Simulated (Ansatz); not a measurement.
# CH8BFSi2: a ladder of functionals and wavefunction methods

An exercise on one series of results from a longer session: the logs are not shown, and one member is left open.

The runs use Ansatz 0.2.0, Gaussian basis; functionals in def2-TZVPP, the program's frozen cores in correlated methods.

Plan: LDA (SPW92), PBE-D4, revPBE-D4, BLYP-D4, r2SCAN-D4, B97M-V, PBE0-D4, B3LYP-D4, r2SCANh-D4, r2SCAN0-D4, HSE06-D4, BHLYP-D4, CAM-B3LYP-D4, LC-ωPBE, ωB97X-V, ωB97M-V, B2PLYP, PBE-QIDH; CCSD(T)/def2-SVP; CCSD(T)/def2-TZVPP; MP2/def2-QZVPP; extrapolation to the limit; RPA on PBE.

### The geometry

The geometry comes from an earlier relaxation with PBE0-D4 in a triple-zeta def2 set; it is a stationary point, not always the lowest conformer.

SMILES `C[SiH](F)B[SiH3]`, 13 atoms, charge 0, spin multiplicity 1.

Atoms are counted from 1 here; the program's logs count them from 0.

Bond lengths: C1–Si2 1.866 Å, C1–H6 1.092 Å, C1–H7 1.093 Å, C1–H8 1.093 Å, Si2–F3 1.612 Å, Si2–B4 2.001 Å, Si2–H9 1.493 Å, B4–Si5 2.004 Å, B4–H10 1.199 Å, Si5–H11 1.488 Å, Si5–H12 1.488 Å, Si5–H13 1.496 Å. Angles: Si2–C1–H6 111.5°, Si2–C1–H7 110.3°, Si2–C1–H8 110.1°, H6–C1–H7 108.3°, H6–C1–H8 108.2°, H7–C1–H8 108.3°, C1–Si2–F3 107.9°, C1–Si2–B4 111.8°, C1–Si2–H9 110.2°, F3–Si2–B4 111.4°, F3–Si2–H9 106.0°, B4–Si2–H9 109.3°, Si2–B4–Si5 124.2°, Si2–B4–H10 116.4°, Si5–B4–H10 119.3°, B4–Si5–H11 114.8°, B4–Si5–H12 112.9°, B4–Si5–H13 104.2° and more.

The first run:

Contents of in.yaml:

```yaml
crystal:
  periodic: [false, false, false]
  atoms:
    - {symbol: C, position_ang: [-2.086842, 0.566200, 0.922157]}
    - {symbol: Si, position_ang: [-0.224491, 0.502059, 1.019950]}
    - {symbol: F, position_ang: [0.180421, -0.767216, 1.927806]}
    - {symbol: B, position_ang: [0.613232, 0.398875, -0.794820]}
    - {symbol: Si, position_ang: [1.788216, -1.104411, -1.407839]}
    - {symbol: H, position_ang: [-2.490325, -0.303872, 0.399649]}
    - {symbol: H, position_ang: [-2.407778, 1.465237, 0.390018]}
    - {symbol: H, position_ang: [-2.515825, 0.589891, 1.926749]}
    - {symbol: H, position_ang: [0.295294, 1.704108, 1.736042]}
    - {symbol: H, position_ang: [0.432022, 1.336148, -1.520533]}
    - {symbol: H, position_ang: [1.929786, -1.222619, -2.884743]}
    - {symbol: H, position_ang: [1.374629, -2.424008, -0.859593]}
    - {symbol: H, position_ang: [3.132060, -0.775195, -0.839944]}
basis:
  gaussian: {orbitals: def2-TZVPP}
hamiltonian: {xc: lda}
output: {orbitals: {seedname: orbitals}}
```

Among the steps run: LDA; PBE-D4 (GGA); revPBE-D4 (GGA); BLYP-D4 (GGA); r2SCAN-D4 (meta-GGA); B97M-V (meta-GGA); PBE0-D4 (hybrid); B3LYP-D4 (hybrid); r2SCANh-D4 (hybrid); r2SCAN0-D4 (hybrid); HSE06-D4 (hybrid); BHLYP-D4 (hybrid); CAM-B3LYP-D4 (range-separated); LC-ωPBE (range-separated); ωB97X-V (range-separated); ωB97M-V (range-separated); B2PLYP (double hybrid); PBE-QIDH (double hybrid).

One table of the session follows, with a row left open; its other results are not shown here.

It belongs to the step «Frontier levels by functional». 

```
  functional  HOMO (eV)  LUMO (eV)  gap (eV)
 LDA (SPW92)      -6.70      -4.07      2.62
      PBE-D4      -6.61      -3.84      2.77
   revPBE-D4      -6.57      -3.74      2.83
     BLYP-D4          ?          ?         ?
   r2SCAN-D4      -6.87      -3.59      3.28
      B97M-V      -6.99      -3.72      3.27
     PBE0-D4      -7.82      -2.91      4.91
    B3LYP-D4      -7.63      -3.07      4.56
  r2SCANh-D4      -7.31      -3.27      4.05
  r2SCAN0-D4      -7.98      -2.78      5.20
    HSE06-D4      -7.42      -3.29      4.13
    BHLYP-D4      -8.95      -1.84      7.11
CAM-B3LYP-D4      -9.16      -1.75      7.41
     LC-ωPBE     -10.48      -0.61      9.87
     ωB97X-V     -10.14      -0.72      9.42
     ωB97M-V      -9.93      -0.95      8.98
```

**Question.** Estimate the row for BLYP-D4.

Worked estimate for «HOMO (eV)». Against the share of exact exchange, B3LYP-D4 (0.2, -7.63), BHLYP-D4 (0.5, -8.95) give a slope of -4.40 per unit share; at 0 the line stands at -6.75.

The run gave: HOMO (eV): -6.50; LUMO (eV): -3.64; gap (eV): 2.86. In «HOMO (eV)» the line misses by -0.25.
